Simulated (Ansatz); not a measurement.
# SiPbS3: the cost of one run

Program: Ansatz 0.2.0. Level of theory: DFT PBE, scalar-relativistic, plane waves, PAW. These are calculated values, not measurements.

## Step 1: The system as given

Symmetry: Pm-3m, No. 221, cubic system. Conventional cell: a = 4.719 Å, b = 4.719 Å, c = 4.719 Å, α = 90.00°, β = 90.00°, γ = 90.00°. Si (site symmetry m-3m) has 6 S at 2.36 Å as nearest neighbours. Pb (site symmetry m-3m) is surrounded by 12 S at 3.34 Å. Around S (site symmetry 4/mmm) lie 2 Si at 2.36 Å and 4 Pb at 3.34 Å and 8 S at 3.34 Å.

Structure file:

```xyz
5
Lattice="4.7190 0.0000 0.0000 0.0000 4.7190 0.0000 0.0000 0.0000 4.7190" Properties=species:S:1:pos:R:3 pbc="T T T"
Si    2.3595    2.3595    2.3595
Pb    0.0000    0.0000    0.0000
S     0.0000    2.3595    2.3595
S     2.3595    2.3595    0.0000
S     2.3595    0.0000    2.3595
```

The cell is invented: species swapped into a database cell of CsCdCl3 (Pm-3m, No. 221), with Pb on the Cs sites, Si on the Cd sites and S on the Cl sites. Lengths come from tabulated atomic sizes and are only a guess.

## Step 2: The guess as it stands, on a coarse mesh

Input file input.yaml:

```yaml
crystal:
  lattice:
    - [4.71898076, 0.0, 0.0]
    - [0.0, 4.71898076, 0.0]
    - [0.0, 0.0, 4.71898076]
  atoms:
    - { symbol: Si, position: [0.5, 0.5, 0.5] }
    - { symbol: Pb, position: [0.0, 0.0, 0.0] }
    - { symbol: S, position: [0.0, 0.5, 0.5] }
    - { symbol: S, position: [0.5, 0.5, 0.0] }
    - { symbol: S, position: [0.5, 0.0, 0.5] }
basis:
  ecutwfc: 420
kpoints:
  mp_grid: { grid: [4, 4, 4] }
hamiltonian:
  xc: pbe
scf:
  occupations: { method: gaussian, width: 0.1 }
  lower_state_search: "off"
output:
  forces: true
  stress: true
  eigenvalues: true
```

Run with:

```console
$ ansatz run input.yaml --threads 1 --pin off --max-ram 2560MiB --backend cpu --events-out ev --progress --plain --runs-dir out
```

What time and memory should one allow on 1 thread of Intel Xeon, shared host?

About 1.9 s, with a peak of 0.37 GiB.
